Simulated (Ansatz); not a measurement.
Runs of Ansatz 0.2.0 on CsLiCr2Te2S3. It takes space group R32 (No. 155, trigonal). The conventional cell has a = 6.639 Å, b = 6.639 Å, c = 20.639 Å, α = 90.00°, β = 90.00°, γ = 120.00°. Cs (site symmetry 32) is surrounded by 6 Te at 3.84 Å and 6 S at 4.04 Å and 2 Cr at 4.16 Å. Li (site symmetry 32) has 3 S at 2.41 Å as nearest neighbours. Cr (site symmetry 3) has 3 S at 2.24 Å and 1 Te at 2.45 Å as nearest neighbours. Around Te (site symmetry 3) lie 1 Cr at 2.45 Å. S (site symmetry 2) has 2 Cr at 2.24 Å and 1 Li at 2.41 Å as nearest neighbours. The cell was built by a generator and needn't be a form met in nature.

```tsv
U	gap on the mesh (eV)	pressure (GPa)	moment (μB)	largest force (eV/Å)
Cr d U = 6 eV	none	(b)	4.46	1.98
Cr d U = 8 eV	none	6.3	(a)	2.41
Cr d U = 4 eV	none	3.4	4.23	1.38
Cr d U = 2 eV	none	1.6	4.05	0.64
```

Alike in all rows: task projected density of states; level PBE+U; potentials or basis Ansatz PAW; spin collinear, ferromagnetic start; cell as given; k mesh 5 × 5 × 5; cutoff (eV) 420; smearing fermi-dirac 0.05 eV.

Task: Estimate the missing entries.

Result: (a) 4.66; (b) 5.0.

Caveats: the magnetic or orbital state may not be the lowest; only a ferromagnetic start was run, and an antiferromagnetic order may lie lower in energy; the density of states is complete only up to the lowest level of the last band computed; forces of over 1 eV/Å show positions far from the minimum, so gaps and moduli don't describe the material at rest (some runs).

A k mesh can miss the band edges, and the runs leave out spin-orbit coupling on Cs, Te.

A gap of «none» marks a metal or a gap under the smearing width.
